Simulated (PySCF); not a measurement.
# SeSH₄: structure of the singlet

Where does singlet SeSH₄ go from a PBE0 minimum start, is the end point a minimum, and what are its modes, charges and moments?

Program: PySCF 2.14.0. Level of theory: PBE0, basis Se def2-TZVP, S def2-TZVP, H def2-TZVP, no relativity, density fitting. These are calculated values, not measurements.

### 1 Where the work starts

6 atoms, charge 0, spin multiplicity 1.

Bond lengths: Se1–S2 2.093 Å, Se1–H3 1.513 Å, Se1–H4 1.564 Å, Se1–H5 1.513 Å, Se1–H6 1.564 Å. Angles: S2–Se1–H3 130.3°, S2–Se1–H4 93.1°, S2–Se1–H5 130.3°, S2–Se1–H6 93.1°, H3–Se1–H4 88.0°, H3–Se1–H5 99.3°, H3–Se1–H6 88.0°, H4–Se1–H5 88.0°, H4–Se1–H6 173.7°, H5–Se1–H6 88.0°.

Z-matrix (Å, degrees; charge 0 multiplicity 1):
```
Se
S  1 2.0935
H  1 1.5134 2 130.33
H  1 1.5637 2 93.13 3 90.00
H  1 1.5134 2 130.33 3 180.00
H  1 1.5637 2 93.13 3 -90.00
```

### 2 Finding the electronic state

The steps below are one call of a driver around PySCF. For each, scf.py gives the equivalent set-up of the SCF; relaxations use the driver's own optimiser. After this first run the driver tries any further starts and a stability analysis.

File scf.py:

```python
from pyscf import gto, scf, dft
mol = gto.M(atom='''
Se    -0.000000     0.506480     0.236426
S      0.000000    -1.390488    -0.649084
H     -0.000000     0.905976     1.696113
H      1.561409     0.583728     0.272486
H      0.000000     1.881970    -0.394690
H     -1.561409     0.583728     0.272486''',
    basis={'Se': 'def2-TZVP', 'S': 'def2-TZVP', 'H': 'def2-TZVP'},
    charge=0, spin=0)
mf = dft.RKS(mol, xc='PBE0')
mf.grids.atom_grid = (50, 194)
aux = {'Se': 'def2-universal-JKFIT', 'S': 'def2-universal-JKFIT', 'H': 'def2-universal-JKFIT'}
mf = mf.density_fit(auxbasis=aux)
mf.conv_tol = 1e-08
mf.diis_space = 10
mf.max_cycle = 60
mf.init_guess = 'minao'
mf.verbose = 4
mf.kernel()
```

Launch:

```sh
$ OMP_NUM_THREADS=2 python axn.py task.json out
```

Output:

```text
init E= -2800.98068203906
  HOMO = -0.241691854397025  LUMO = -0.106088936570835  gap/eV = 3.68994
cycle= 1 E= -2801.45509783344  delta_E= -0.474  |g|= 0.611  |ddm|= 1.88
  HOMO = -0.141835727123802  LUMO = -0.105221168811298  gap/eV = 0.99633
cycle= 2 E= -2801.13693472392  delta_E= 0.318  |g|= 1.17  |ddm|= 1.87
  HOMO = -0.24503344041014  LUMO = -0.0736615968544605  gap/eV = 4.66327
cycle= 3 E= -2801.54487456973  delta_E= -0.408  |g|= 0.117  |ddm|= 1.43
  HOMO = -0.232527751578726  LUMO = -0.074193198053436  gap/eV = 4.30850
cycle= 4 E= -2801.54785247625  delta_E= -0.00298  |g|= 0.0451  |ddm|= 0.166
  HOMO = -0.237857408946656  LUMO = -0.0739805569865091  gap/eV = 4.45932
cycle= 5 E= -2801.54849214637  delta_E= -0.00064  |g|= 0.00376  |ddm|= 0.0533
  HOMO = -0.237927462188168  LUMO = -0.0735650305684565  gap/eV = 4.47253
cycle= 6 E= -2801.54849677918  delta_E= -4.63e-06  |g|= 0.00106  |ddm|= 0.00595
  HOMO = -0.23776930369436  LUMO = -0.0735011835561394  gap/eV = 4.46996
cycle= 7 E= -2801.5484971638  delta_E= -3.85e-07  |g|= 0.000423  |ddm|= 0.00178
  HOMO = -0.237838524337064  LUMO = -0.0735523425202587  gap/eV = 4.47045
cycle= 8 E= -2801.54849721369  delta_E= -4.99e-08  |g|= 9.92e-05  |ddm|= 0.000558
  HOMO = -0.23782322112524  LUMO = -0.0735486614339003  gap/eV = 4.47014
cycle= 9 E= -2801.54849721744  delta_E= -3.74e-09  |g|= 1.32e-05  |ddm|= 0.000167
  HOMO = -0.237825668111952  LUMO = -0.0735485926482511  gap/eV = 4.47021
Extra cycle  E= -2801.5484972175  delta_E= -6.18e-11  |g|= 1.28e-05  |ddm|= 4.09e-05
converged SCF energy = -2801.5484972175
```

This step, with its further starts and checks, ran for 15 s (2 threads of Arm Neoverse N1, shared host).

No lower closed-shell solution turned up in the test of internal stability.

### 3 Relaxing the singlet from the PBE0 minimum start

The program finds C2v symmetry in the start, which this walk keeps.

scf.py, as its differences from that of step 2:

```diff
@@ -3,6 +3,6 @@
-Se    -0.000000     0.506480     0.236426
-S      0.000000    -1.390488    -0.649084
-H     -0.000000     0.905976     1.696113
-H      1.561409     0.583728     0.272486
-H      0.000000     1.881970    -0.394690
-H     -1.561409     0.583728     0.272486''',
+Se     0.000000     0.506431     0.236404
+S      0.000000    -1.390537    -0.649107
+H      0.000000     0.905927     1.696090
+H      1.561409     0.583679     0.272463
+H      0.000000     1.881921    -0.394713
+H     -1.561409     0.583679     0.272463''',
@@ -18 +17,0 @@
-mf.init_guess = 'minao'
```

The optimiser's trace:

```
step   energy (Eh)  change (kJ/mol)  largest symmetric gradient (Eh/bohr)
   0  -2801.548497             0.00                               0.00007
```

The walk took 2.6 s.

It settles in C2v symmetry, 0.0 kJ/mol below the start, after 0 steps: Se–H 1.513 Å (×2), Se–H 1.564 Å (×2), Se–S 2.093 Å; H–Se–H 88.0° (×4), H–Se–H 99.3°, H–Se–H 173.7°, H–Se–S 93.1° (×2), H–Se–S 130.3° (×2).

### 4 Vibrations and properties at this point

The point is checked on the finer grid, and tightened if its gradient asks for it. The Hessian and the dipole derivatives come from central differences of analytic gradients, with steps of 0.02 bohr.

scf.py, as its differences from that of step 3:

```diff
@@ -12 +12 @@
-mf.grids.atom_grid = (50, 194)
+mf.grids.atom_grid = (75, 302)
@@ -15 +15 @@
-mf.conv_tol = 1e-08
+mf.conv_tol = 1e-10
```

This SCF starts from the last density.

Log of the central SCF (cycles and frontier levels):

```text
init E= -2801.5484749164
  HOMO = -0.237822722953918  LUMO = -0.0735516357469983  gap/eV = 4.47004
cycle= 1 E= -2801.5484749164  delta_E= -1.36e-12  |g|= 1.88e-06  |ddm|= 3e-06
  HOMO = -0.23782239523501  LUMO = -0.0735517210082683  gap/eV = 4.47003
Extra cycle  E= -2801.5484749164  delta_E= -5.46e-12  |g|= 2.88e-06  |ddm|= 4.55e-06
converged SCF energy = -2801.5484749164
```

The whole step took 1.8 min.

Geometry: C2v; Se–H 1.513 Å (×2), Se–H 1.564 Å (×2), Se–S 2.093 Å; H–Se–H 88.0° (×4), H–Se–H 99.3°, H–Se–H 173.7°, H–Se–S 93.1° (×2), H–Se–S 130.3° (×2).

Harmonic modes (main isotopes):

```tsv
symmetry	ω (cm⁻¹)	IR (km/mol)
b1	398	13.7
a1	470	45.1
b2	714	1.3
a1	726	1.9
b1	1035	41.2
a1	1099	173
b2	1222	63.9
a2	1313	0.0
b2	1832	605
a1	1863	0.0
b1	2109	67.6
a1	2158	142
```

No imaginary mode, so this is a minimum.

Properties at this point:

- Dipole moment: 4.14 D
- Highest occupied level: -6.47 eV
- Lowest empty level: -2.00 eV
- Rotational constants: 2.219, 0.1553, 0.1522 cm⁻¹
- Zero-point energy: 89.4 kJ/mol
- Principal polarisabilities: 37.7, 52.1, 73.7 bohr³
- Atomisation energy without zero-point energy: 959 kJ/mol
- Principal traceless quadrupole moments about the centre of mass: -2.72, 0.34, 2.38 D Å
- Entropy at 298.15 K and 1 bar: 268.8 J/(mol K)
- Heat capacity Cp at 298.15 K: 55.8 J/(mol K)
- Enthalpy at 298.15 K above 0 K: 12.16 kJ/mol
- Rotational symmetry number: 2

Charges (e) and bond orders:

```tsv
atom	Mulliken	Löwdin	polar tensor	Mayer order to Se1
Se1	0.14	0.15	1.47	–
S2	-0.41	-0.23	-0.55	1.52
H3,5	0.11	0.05	-0.14	0.81
H4,6	0.02	-0.01	-0.32	0.77
```

Outer orbital energies (eV). occupied: -23.50, -18.28, -13.93, -13.66, -12.00, -7.23, -7.02, -6.47; empty: -2.00, -0.64, 0.16, 1.66.

Mulliken populations on Se1: s 7.64, p 15.49, d 10.70, f 0.03.

### 5 Outcome

```
                                 quantity                                                                                                                                      value
                                  minimum                                                                                                                               singlet, C2v
                                 geometry  Se–H 1.513 Å (×2), Se–H 1.564 Å (×2), Se–S 2.093 Å; H–Se–H 88.0° (×4), H–Se–H 99.3°, H–Se–H 173.7°, H–Se–S 93.1° (×2), H–Se–S 130.3° (×2)
                       wavenumbers (cm⁻¹)             398 (b1), 470 (a1), 714 (b2), 726 (a1), 1035 (b1), 1099 (a1), 1222 (b2), 1313 (a2), 1832 (b2), 1863 (a1), 2109 (b1), 2158 (a1)
                            dipole moment                                                                                                                                     4.14 D
     highest occupied, lowest empty level                                                                                                                            -6.47, -2.00 eV
               polar-tensor charge of Se1                                                                                                                                    +1.47 e
                        zero-point energy                                                                                                                                89.4 kJ/mol
                      entropy at 298.15 K                                                                                                                            268.8 J/(mol K)
atomisation energy (no zero-point energy)                                                                                                                                 959 kJ/mol
```

**Reading.** The molecule stays C2v, as typed, and the end point is a minimum. In the infrared the band at 1832 cm⁻¹ (b2, stretch) leads. Only this shape and spin were tried, so other structures or states may lie lower.

The search up to here took 2.1 min.
